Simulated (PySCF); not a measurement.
# RuNF2: relaxation and vibrations of the quartet

Where does quartet RuNF2 go from a trigonal planar start, is the end point a minimum, and what are its modes, charges and moments?

Program: PySCF 2.14.0. Level of theory: PBE0, basis Ru def2-TZVP with ECP28, N def2-TZVP, F def2-TZVP, scalar-relativistic core potentials, no spin–orbit coupling, density fitting. These are calculated values, not measurements.

## Step 1: Where the work starts

4 atoms, charge 0, spin multiplicity 4.

Bond lengths: Ru1–N2 1.740 Å, Ru1–F3 1.890 Å, Ru1–F4 1.890 Å. Angles: N2–Ru1–F3 120.0°, N2–Ru1–F4 120.0°, F3–Ru1–F4 120.0°.

```xyz
4
charge 0 multiplicity 4
Ru    0.0000    0.0000   -0.0750
N     0.0000    0.0000   -1.8150
F    -1.6368    0.0000    0.8700
F     1.6368    0.0000    0.8700
```

## Step 2: Finding the electronic state

The steps below are one call of a driver around PySCF. For each, scf.py gives the equivalent set-up of the SCF; relaxations use the driver's own optimiser. After this first run the driver tries any further starts and a stability analysis.

scf.py

```python
from pyscf import gto, scf, dft
mol = gto.M(atom='''
Ru    -0.000000     0.000000    -0.074990
N     -0.000010     0.000000    -1.815010
F     -1.636790     0.000000     0.870010
F      1.636790     0.000000     0.870020''',
    basis={'Ru': 'def2-TZVP', 'N': 'def2-TZVP', 'F': 'def2-TZVP'},
    ecp={'Ru': 'def2-TZVP'},
    charge=0, spin=3)
mf = dft.UKS(mol, xc='PBE0')
mf.grids.atom_grid = (50, 194)
aux = {'Ru': 'def2-universal-JKFIT', 'N': 'def2-universal-JKFIT', 'F': 'def2-universal-JKFIT'}
mf = mf.density_fit(auxbasis=aux)
mf.conv_tol = 1e-08
mf.diis_space = 10
mf.max_cycle = 60
mf.init_guess = 'minao'
mf.verbose = 4
mf.kernel()
```

Launch:

```
> OMP_NUM_THREADS=4 python axn.py task.json out
```

The log of the run:

```text
init E= -341.07887222688
[... the frontier-level lines of each cycle are left out ...]
cycle= 1 E= -348.703108285181  delta_E= -7.62  |g|= 1.04  |ddm|= 3.05
cycle= 2 E= -346.144180413968  delta_E= 2.56  |g|= 2.56  |ddm|= 1.75
cycle= 3 E= -349.090361832396  delta_E= -2.95  |g|= 0.308  |ddm|= 1.44
cycle= 4 E= -349.063703610671  delta_E= 0.0267  |g|= 0.417  |ddm|= 0.307
cycle= 5 E= -349.121355320496  delta_E= -0.0577  |g|= 0.118  |ddm|= 0.183
cycle= 6 E= -349.1266273021  delta_E= -0.00527  |g|= 0.0396  |ddm|= 0.0732
cycle= 7 E= -349.127480847065  delta_E= -0.000854  |g|= 0.00786  |ddm|= 0.0319
cycle= 8 E= -349.127623159389  delta_E= -0.000142  |g|= 0.00463  |ddm|= 0.0169
cycle= 9 E= -349.127710703425  delta_E= -8.75e-05  |g|= 0.00377  |ddm|= 0.0168
cycle= 10 E= -349.12776120328  delta_E= -5.05e-05  |g|= 0.00212  |ddm|= 0.0153
cycle= 11 E= -349.127777320276  delta_E= -1.61e-05  |g|= 0.000828  |ddm|= 0.00783
cycle= 12 E= -349.127785380689  delta_E= -8.06e-06  |g|= 0.000624  |ddm|= 0.00899
cycle= 13 E= -349.127785799622  delta_E= -4.19e-07  |g|= 0.000315  |ddm|= 0.00116
cycle= 14 E= -349.127785990877  delta_E= -1.91e-07  |g|= 0.000151  |ddm|= 0.000976
cycle= 15 E= -349.127786049661  delta_E= -5.88e-08  |g|= 6.29e-05  |ddm|= 0.00063
cycle= 16 E= -349.127786057554  delta_E= -7.89e-09  |g|= 1.7e-05  |ddm|= 0.000207
Extra cycle  E= -349.12778605721  delta_E= 3.44e-10  |g|= 5.01e-05  |ddm|= 4.05e-05
converged SCF energy = -349.12778605721  <S^2> = 3.7977741  2S+1 = 4.0238161
```

This step, with its further starts and checks, ran for 16 s (4 threads of Arm Neoverse V1, shared host).

Energies from each starting density:

```tsv
start	energy (Eh)
the minimal-basis guess	-349.127786
a thermally smeared density	-349.127786
a smeared PBE density	-349.127786
```

No lower solution of this spin turned up from the other starts or in the test of internal stability.

## Step 3: Relaxation: trigonal planar start, quartet

The program finds C2v symmetry in the start, which this walk keeps.

scf.py: that of step 2 with these lines changed.

```diff
@@ -3,4 +3,4 @@
-Ru    -0.000000     0.000000    -0.074990
-N     -0.000010     0.000000    -1.815010
-F     -1.636790     0.000000     0.870010
-F      1.636790     0.000000     0.870020''',
+Ru    -0.000000     0.000000    -0.074992
+N     -0.000000     0.000000    -1.815012
+F     -1.636790     0.000000     0.870014
+F      1.636790     0.000000     0.870013''',
@@ -17 +16,0 @@
-mf.init_guess = 'minao'
```

The optimiser's trace:

```tsv
step	energy (Eh)	change (kJ/mol)	largest symmetric gradient (Eh/bohr)
0	-349.127786	0.00	0.08199
1	-349.140709	-33.93	0.02010
2	-349.143566	-41.43	0.02026
3	-349.145528	-46.58	0.00450
4	-349.145626	-46.84	0.00041
5	-349.145627	-46.84	0.00008
```

The walk took 16 s.

Positions (Å) and forces (eV/Å) along the way:

```
step 0
Ru   0.000   0.000  -0.075   0.000   0.000  -2.474
N    0.000   0.000  -1.815   0.000   0.000   4.216
F   -1.637   0.000   0.870   0.452   0.000  -0.871
F    1.637   0.000   0.870  -0.452   0.000  -0.871
step 1
Ru   0.000   0.000  -0.060   0.000   0.000   1.033
N    0.000   0.000  -1.689   0.000   0.000  -0.272
F   -1.649   0.000   0.800  -0.222   0.000  -0.381
F    1.649   0.000   0.800   0.222   0.000  -0.381
step 3
Ru   0.000   0.000   0.072   0.000   0.000  -0.070
N    0.000   0.000  -1.568   0.000   0.000   0.201
F   -1.767   0.000   0.673   0.232   0.000  -0.066
F    1.767   0.000   0.673  -0.232   0.000  -0.066
step 5
Ru   0.000   0.000   0.069   0.000   0.000   0.004
N    0.000   0.000  -1.567   0.000   0.000  -0.004
F   -1.756   0.000   0.674   0.001   0.000   0.000
F    1.756   0.000   0.674  -0.001   0.000   0.000
```

End point (C2v, 5 steps, 46.8 kJ/mol gained): Ru–F 1.857 Å (×2), Ru–N 1.636 Å; F–Ru–F 142.0°, F–Ru–N 109.0° (×2).

## Step 4: Frequencies

On the finer grid the gradient is checked again; gradients at displacements of ±0.02 bohr then give force constants and infrared intensities.

scf.py: that of step 3 with these lines changed.

```diff
@@ -3,4 +3,4 @@
-Ru    -0.000000     0.000000    -0.074992
-N     -0.000000     0.000000    -1.815012
-F     -1.636790     0.000000     0.870014
-F      1.636790     0.000000     0.870013''',
+Ru     0.000000     0.000000     0.001230
+N     -0.000000     0.000000    -1.635346
+F     -1.756986     0.000000     0.602787
+F      1.756986     0.000000     0.602787''',
@@ -11 +11 @@
-mf.grids.atom_grid = (50, 194)
+mf.grids.atom_grid = (75, 302)
@@ -14 +14 @@
-mf.conv_tol = 1e-08
+mf.conv_tol = 1e-10
```

The driver hands on the density of the step before, so the log starts near convergence.

Log of the central SCF (cycles and frontier levels):

```text
init E= -349.145435551413
[... the frontier-level lines of each cycle are left out ...]
cycle= 1 E= -349.145435551321  delta_E= 9.14e-11  |g|= 1.76e-05  |ddm|= 1.18e-05
cycle= 2 E= -349.145435549395  delta_E= 1.93e-09  |g|= 7.32e-05  |ddm|= 4.16e-05
cycle= 3 E= -349.145435551451  delta_E= -2.06e-09  |g|= 2.36e-06  |ddm|= 3.33e-05
cycle= 4 E= -349.145435551455  delta_E= -4.32e-12  |g|= 1.25e-06  |ddm|= 1.89e-06
Extra cycle  E= -349.145435551459  delta_E= -4.09e-12  |g|= 1.64e-06  |ddm|= 2.66e-06
converged SCF energy = -349.145435551459  <S^2> = 3.7716472  2S+1 = 4.010809
```

The whole step took 74 s.

Geometry: C2v; Ru–F 1.857 Å (×2), Ru–N 1.637 Å; F–Ru–F 142.2°, F–Ru–N 108.9° (×2).

Harmonic modes (main isotopes):

```
symmetry  ω (cm⁻¹)  IR (km/mol)     type
      b1       132         27.0     bend
      a1       179          7.5     bend
      b2       297          0.3     bend
      a1       629         44.9  stretch
      b2       694          191  stretch
      a1      1058         16.2  stretch
```

Every mode is real; the point is a minimum.

Constants and moments:

```
Dipole moment                                                   : 0.63 D
Highest occupied level                                          : -7.28 eV
Lowest empty level                                              : -4.91 eV
Rotational constants                                            : 0.3289, 0.1437, 0.1 cm⁻¹
Zero-point energy                                               : 17.9 kJ/mol
Principal polarisabilities                                      : 25.1, 39.1, 43.8 bohr³
Atomisation energy without zero-point energy                    : 1194 kJ/mol
Principal traceless quadrupole moments about the centre of mass : -8.24, 0.51, 7.73 D Å
Entropy at 298.15 K and 1 bar (electronic part: spin only)      : 314.8 J/(mol K)
Heat capacity Cp at 298.15 K                                    : 65.1 J/(mol K)
Enthalpy at 298.15 K above 0 K                                  : 15.12 kJ/mol
Rotational symmetry number                                      : 2
Spin squared ⟨S²⟩                                               : 3.772
```

Populations by atom (charges in e):

| atom | Mulliken | Löwdin | polar tensor | spin (Mulliken) | Mayer order to Ru1 |
| --- | --- | --- | --- | --- | --- |
| Ru1 | 1.35 | 0.79 | 1.52 | 2.27 | – |
| N2 | -0.38 | -0.19 | -0.28 | 0.50 | 2.34 |
| F3,4 | -0.49 | -0.30 | -0.62 | 0.12 | 0.75 |

Outer orbital energies (eV). α occupied: -12.82, -12.30, -12.27, -11.59, -10.21, -9.73, -9.55, -7.28; empty: -3.21, -2.11, -0.60, 0.05. β occupied: -13.85, -12.40, -12.39, -12.05, -11.86, -10.71, -10.63, -10.01; empty: -4.91, -4.71, -2.75, -2.53.

Mulliken populations on Ru1 (outside its core potential): s 2.32, p 6.22, d 6.08, f 0.03.

## Step 5: Results

| quantity | value |
| --- | --- |
| minimum | quartet, C2v |
| geometry | Ru–F 1.857 Å (×2), Ru–N 1.637 Å; F–Ru–F 142.2°, F–Ru–N 108.9° (×2) |
| wavenumbers (cm⁻¹) | 132 (b1), 179 (a1), 297 (b2), 629 (a1), 694 (b2), 1058 (a1) |
| dipole moment | 0.63 D |
| highest occupied, lowest empty level (either spin) | -7.28, -4.91 eV |
| polar-tensor charge of Ru1 | +1.52 e |
| zero-point energy | 17.9 kJ/mol |
| entropy at 298.15 K | 314.8 J/(mol K) |
| atomisation energy (no zero-point energy) | 1194 kJ/mol |
| ⟨S²⟩ | 3.772 |

What this shows: The molecule stays C2v, as typed, and the end point is a minimum. The strongest infrared band lies at 694 cm⁻¹ (b2, stretch). Most of the spin sits on Ru1 (Mulliken spin 2.27, against 3 for the whole molecule). Other starts or spin states, not run here, may lie lower. Open d and f shells are described by one determinant, and the ground state may have another occupation or spin.

The search up to here took 1.8 min.
